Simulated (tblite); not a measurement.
# C5H9GaO3: the cost of one run

Programs: tblite 0.8.0 and PySCF 2.14.0, with density-fitted response routines of our own. Each step states its level of theory. These are calculated values for one molecule, in the gas phase or a continuum, unless marked as measured. Atoms count from 0, in the outputs and in this text.

## 1. Starting geometry

18 atoms, charge 0, multiplicity 1; geometry from: force field or distance geometry start.

Bonds of the start (Å): C0–O1 1.39, O1–C2 1.42, C2–Ga3 1.98, Ga3–O4 1.83, O4–C5 1.40, C5–C6 1.35, C6–C7 1.48, C7–O8 1.27, O8–Ga3 1.83, C0–H9 1.12, C0–H10 1.11, C0–H11 1.12, C2–H12 1.11, C2–H13 1.11, Ga3–H14 1.61, C5–H15 1.09, C6–H16 1.08, C7–H17 1.08.

## 2. Geometry optimisation with GFN2-xTB

Job settings and geometry (Å):

```
{"job": {"kind": "relax", "xc": "GFN2-xTB", "basis": "xTB"}, "charge": 0, "multiplicity": 1}
C     -2.826400     0.708600    -0.579300
O     -1.499000     0.408000    -0.283300
C     -1.434600    -0.847800     0.383300
Ga     0.461000    -1.253800     0.793500
O      1.184000     0.109500     1.785300
C      2.079600     1.003400     1.187200
C      2.582100     0.862900    -0.055100
C      2.291000    -0.260500    -0.974300
O      1.462900    -1.198800    -0.740300
H     -3.453400     0.796000     0.350200
H     -2.866700     1.692500    -1.093700
H     -3.278500    -0.045100    -1.267800
H     -1.829900    -1.658600    -0.263900
H     -1.995100    -0.820300     1.341200
H      0.614400    -2.666600     1.557100
H      2.402000     1.857400     1.787500
H      3.280500     1.612400    -0.400100
H      2.817300    -0.292900    -1.919100
```

On the command line:

```sh
$ OMP_NUM_THREADS=1 python probes_run.py task.json out
```

This one command runs all jobs of the session in turn.

Q: Estimate the wall time and peak memory of this first job on 1 thread of Intel Xeon at 2.50GHz, shared host.

About 2.5 s, with a peak of 0.18 GiB.
